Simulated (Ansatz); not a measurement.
# Ga2SbP3: the cost of one run

Program: Ansatz 0.2.0. Level of theory: DFT PBE, scalar-relativistic, plane waves, PAW. These are calculated values, not measurements.

## 1. The system as given

The structure is trigonal, space group R-3m (No. 166). The conventional cell has a = 7.885 Å, b = 7.885 Å, c = 8.398 Å, α = 90.00°, β = 90.00°, γ = 120.00°. Ga (site symmetry 3m) has 1 Sb at 2.27 Å and 3 P at 2.34 Å as nearest neighbours. Sb (site symmetry -3m) is surrounded by 2 Ga at 2.27 Å. P (site symmetry 2/m) is surrounded by 2 Ga at 2.34 Å.

Coordinates:

```xyz
6
Lattice="3.9424 2.2762 2.7993 -3.9424 2.2762 2.7993 0.0000 -4.5523 2.7993" Properties=species:S:1:pos:R:3 pbc="T T T"
Ga    0.0000    0.0000    6.4730
Ga    0.0000    0.0000    1.9248
Sb    0.0000    0.0000    4.1989
P    -1.9712    1.1381    1.3996
P     0.0000   -2.2762    1.3996
P     1.9712    1.1381    1.3996
```

The cell is invented: species swapped into a database cell of Ag3AuS2 (R-3m, No. 166), with P on the Ag sites, Ga on the S sites and Sb on the Au sites. Its size is a rough estimate.

## 2. A first look at the guess

File input.yaml:

```yaml
crystal:
  lattice:
    - [3.94243729, 2.27616723, 2.79926428]
    - [-3.94243729, 2.27616723, 2.79926428]
    - [0.0, -4.55233446, 2.79926428]
  atoms:
    - { symbol: Ga, position: [0.77080214, 0.77080214, 0.77080214] }
    - { symbol: Ga, position: [0.22919786, 0.22919786, 0.22919786] }
    - { symbol: Sb, position: [0.5, 0.5, 0.5] }
    - { symbol: P, position: [0.0, 0.5, 0.0] }
    - { symbol: P, position: [0.0, 0.0, 0.5] }
    - { symbol: P, position: [0.5, 0.0, 0.0] }
basis:
  ecutwfc: 420
kpoints:
  mp_grid: { grid: [3, 3, 3] }
hamiltonian:
  xc: pbe
scf:
  occupations: { method: gaussian, width: 0.1 }
  lower_state_search: "off"
output:
  forces: true
  stress: true
  eigenvalues: true
```

Launch:

```console
$ ansatz run input.yaml --threads 1 --pin off --max-ram 2560MiB --backend cpu --events-out ev --progress --plain --runs-dir out
```

What time and memory should one allow on 1 thread of Intel Xeon Platinum 8375C at 2.90GHz (Ice Lake), shared host?

About 3.1 s, with a peak of 0.45 GiB.
